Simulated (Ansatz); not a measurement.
Predict the output of the script below (the Python package of Ansatz (0.2.0)).

Contents of `POSCAR_sno2`:
```text
SnO2
1.0
   4.73800000    0.00000000    0.00000000
   0.00000000    4.73800000    0.00000000
   0.00000000    0.00000000    3.18650000
Sn O
2 4
Direct
   0.00000000    0.00000000    0.00000000
   0.50000000    0.50000000    0.50000000
   0.30710000    0.30710000    0.00000000
   0.19290000    0.80710000    0.50000000
   0.69290000    0.69290000    0.00000000
   0.80710000    0.19290000    0.50000000
```

`ecut.py`
```python
import warnings

import ansatz
from ase.io import read
import pandas as pd

warnings.simplefilter("ignore", ansatz.DeckWarning)

atoms = read("POSCAR_sno2", format="vasp")
cell = ansatz.Crystal.from_ase(atoms)

base = (
    cell.calculation()
    .functional("pbe")
    .kpoints(4, 4, 6, center="gamma")
    .occupations("fixed")
)

rows = []
for value in [250, 300, 350, 400]:
    report = base.basis(value).run(threads=1, backend="cpu").report
    rows.append((value, report["free_energy_ev"] / len(report["lattice"]["sites"]), report["n_iterations"], report["n_pw"]))

table = pd.DataFrame(rows, columns=["cutoff (eV)", "F/atom (eV)", "iterations", "plane waves"])
print(table.round(5).to_string(index=False))

for row in rows[:-1]:
    shift = 1000 * (row[1] - rows[-1][1])
    print(f"{row[0]}: {shift:+.2f} meV/atom" + ("  (within 5 meV)" if abs(shift) < 5 else ""))
```

```console
$ python ecut.py
 cutoff (eV)  F/atom (eV)  iterations  plane waves
         250  -2384.94328           7          641
         300  -2385.99138           7          825
         350  -2386.24608           6         1065
         400  -2386.30000           6         1267
250: +1356.72 meV/atom
300: +308.62 meV/atom
350: +53.92 meV/atom
```

The structure is a deposited one; some such entries were measured under pressure or heat, so a shift against it needn't be the functional's error alone. Shifts are counted from the last row, which is itself no proven limit. The script silences the warnings on its input, which a real study should read. Hardware and time: 9.9 s on 1 thread of Intel(R) Xeon(R) Processor @ 2.30GHz (shared host), peak memory 0.59 GiB.
